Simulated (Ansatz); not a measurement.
# Pt: the crystal squeezed far

How does Pt (diamond type) answer strong compression? The runs shown use PAW. Its runs: cell relaxed at zero pressure (PAW); volume scaled by 1 (PAW); volume scaled by 0.95 (PAW); volume scaled by 0.85 (PAW); volume scaled by 0.75 (PAW); volume scaled by 0.65 (PAW); volume scaled by 0.55 (PAW); volume scaled by 0.45 (PAW); volume scaled by 0.4 (PAW and PAW (level accurate)).

Method: DFT LDA, with the methods named in each step, in Ansatz 0.2.0.

**1. Starting point**

Symmetry: Fd-3m, No. 227, cubic system. The conventional cell has a = 5.286 Å, b = 5.286 Å, c = 5.286 Å, α = 90.00°, β = 90.00°, γ = 90.00°. Pt (site symmetry -43m) has 4 Pt at 2.29 Å in its first shell of neighbours.

As a file:

```
CELL_PARAMETERS angstrom
0.00000 2.64306 2.64306
2.64306 0.00000 2.64306
2.64306 2.64306 0.00000
ATOMIC_POSITIONS crystal
Pt 0.87500 0.87500 0.87500
Pt 0.12500 0.12500 0.12500
```

Whether this phase is the stable one at these pressures isn't tested.

Atoms are numbered in the order of the input: Pt1, Pt2.

**2. Cell relaxed at zero pressure, PAW**

input.yaml reads:

```yaml
crystal:
  lattice:
    - [0.0, 2.6430576564, 2.6430576564]
    - [2.6430576564, 0.0, 2.6430576564]
    - [2.6430576564, 2.6430576564, 0.0]
  atoms:
    - { symbol: Pt, position: [-0.125, -0.125, -0.125] }
    - { symbol: Pt, position: [0.125, 0.125, 0.125] }
kpoints:
  mp_grid: { grid: [12, 12, 12] }
scf:
  occupations: { method: fermi_dirac, width: 0.1 }
hamiltonian:
  xc: lda
  pseudopotentials: { kind: paw }
output:
  forces: true
  stress: true
  write_density: true
  write_potential: true
  elf: true
  volumetric_format: npy
relax:
  f_tol: 0.005
  max_steps: 40
  cell: {}
```

On the command line:

```console
> ansatz run input.yaml --threads 1 --pin off --max-ram 2048MiB --backend cpu --events-out ev --progress --plain --runs-dir out
```

The runs that follow: Volume scaled by 1, PAW; Volume scaled by 0.95, PAW; Volume scaled by 0.85, PAW; Volume scaled by 0.75, PAW; Volume scaled by 0.65, PAW; Volume scaled by 0.55, PAW; Volume scaled by 0.45, PAW; Volume scaled by 0.4, PAW; Volume scaled by 0.4, PAW (level accurate).

Before running it: what results should come out? Wanted: PAW pressure at 0.4 of the volume; PAW; fitted bulk modulus at zero pressure.

As calculated:

| quantity | value |
| --- | --- |
| PAW pressure at 0.4 of the volume | 1210.3 GPa |
| PAW (level accurate) pressure at 0.4 of the volume | 1219.9 GPa |
| fitted bulk modulus at zero pressure (PAW) | 165 GPa |
| its pressure derivative | 4.46 |

At 0.4 of the starting volume PAW gives 1210 GPa. A third-order Birch-Murnaghan curve fits the range only roughly (B₀ = 165 GPa, B′ = 4.46, misfit at most 16.35 GPa). A fit over so wide a range leans to the high pressures, so B₀ can be off by several per cent. No all-electron run checks these rows here, and frozen cores can fail under such compression. The ions are at rest, and the electrons smeared by 0.1 eV. Spin-orbit coupling is left out, though the cell holds Pt; in elements this heavy it can shift bands and gaps by tenths of an eV.

At pressures up to 1220 GPa the PAW spheres may overlap and frozen cores may not hold, so those PAW values are rough without an all-electron check.
